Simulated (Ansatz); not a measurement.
**CH₅AlO₂Si: one species, many methods**

Aim: compute CH₅AlO₂Si with functionals from several rungs and with coupled cluster, and see how far each lands from CCSD(T) at the basis-set limit for the atomisation energy.

Program: Ansatz 0.2.0, Gaussian basis. Level of theory: functionals in def2-TZVPP, the program's frozen cores in correlated methods. These are calculated values, not measurements.

The runs, in order: PBE-D4, r2SCAN-D4, PBE0-D4, B3LYP-D4, ωB97X-V, ωB97M-V, B2PLYP; CCSD(T)/def2-TZVPP; MP2/def2-QZVPP; extrapolation to the limit.

## (1) The geometry

All runs share one geometry, relaxed beforehand with PBE0-D4 in a triple-zeta def2 set.

SMILES `[OH][Al]1[O]C[SiH2]1`, 10 atoms, charge 0, spin multiplicity 1.

Atoms are counted from 1 here; the program's logs count them from 0.

Bond lengths: O1–Al2 1.685 Å, O1–H6 0.955 Å, Al2–O3 1.720 Å, Al2–Si5 2.398 Å, O3–C4 1.440 Å, C4–Si5 1.933 Å, C4–H7 1.095 Å, C4–H8 1.095 Å, Si5–H9 1.490 Å, Si5–H10 1.490 Å. Angles: Al2–O1–H6 126.1°, O1–Al2–O3 124.9°, O1–Al2–Si5 155.0°, O3–Al2–Si5 80.1°, Al2–O3–C4 104.6°, O3–C4–Si5 105.5°, O3–C4–H7 109.7°, O3–C4–H8 109.7°, Si5–C4–H7 112.0°, Si5–C4–H8 112.0°, H7–C4–H8 107.9°, Al2–Si5–C4 69.8°, Al2–Si5–H9 122.1°, Al2–Si5–H10 122.1°, C4–Si5–H9 114.5°, C4–Si5–H10 114.5°, H9–Si5–H10 108.3°.

## (2) PBE-D4 (GGA)

in.yaml reads:

```yaml
crystal:
  periodic: [false, false, false]
  atoms:
    - {symbol: O, position_ang: [-2.908556, 0.481602, 0.143669]}
    - {symbol: Al, position_ang: [-1.251573, 0.189602, 0.061840]}
    - {symbol: O, position_ang: [-0.529448, -1.369909, -0.018000]}
    - {symbol: C, position_ang: [0.886155, -1.112271, -0.072612]}
    - {symbol: Si, position_ang: [1.062826, 0.811927, -0.020774]}
    - {symbol: H, position_ang: [-3.327148, 1.338284, 0.188383]}
    - {symbol: H, position_ang: [1.303161, -1.538582, -0.990997]}
    - {symbol: H, position_ang: [1.381367, -1.593477, 0.777250]}
    - {symbol: H, position_ang: [1.786044, 1.333489, 1.172385]}
    - {symbol: H, position_ang: [1.680172, 1.408234, -1.238147]}
basis:
  gaussian: {orbitals: def2-TZVPP}
hamiltonian: {xc: pbe, dispersion: d4}
output: {forces: true, orbitals: {seedname: orbitals}}
```

On the command line:

```console
> ansatz run in.yaml --threads 4 --pin off --events-out ev --progress --plain --max-ram 10444MiB
```

After this run come: r2SCAN-D4 (meta-GGA); PBE0-D4 (hybrid); B3LYP-D4 (hybrid); ωB97X-V (range-separated); ωB97M-V (range-separated); B2PLYP (double hybrid); CCSD(T) in def2-TZVPP; MP2 in def2-QZVPP.

Q: Predict the results of all the runs planned. Wanted: atomisation energy, CCSD(T)/CBS; farthest; mean size of error, hybrid; mean size of error, range-separated; gap, smallest and largest; T1 diagnostic; triples share of the correlation energy.

**Answer**, as computed:

```
                               quantity                                 value
        atomisation energy, CCSD(T)/CBS                         3643.0 kJ/mol
 functionals within 18.2 kJ/mol (0.5 %)           r2SCAN-D4, ωB97X-V, ωB97M-V
                               farthest                 B2PLYP (-60.5 kJ/mol)
             mean size of error, hybrid                           35.6 kJ/mol
    mean size of error, range-separated                            4.3 kJ/mol
              gap, smallest and largest  4.57 eV (PBE-D4), 10.60 eV (ωB97X-V)
                          T1 diagnostic                                0.0149
triples share of the correlation energy                                 3.8 %
```

What this shows: PBE-D4 misses by +42.2 kJ/mol. Double hybrids carry the basis error of their MP2 part in triple zeta, and no dispersion term here, so their miss is partly the set-up's. The reference freezes the cores and leaves out relativity and excitations past (T), so misses under about 18.2 kJ/mol can't be ranked. Hartree-Fock recovers 71 % of the binding; the rest is correlation. The gap grows from 4.6 to 10.6 eV across the functionals, mostly with the share of exact exchange.
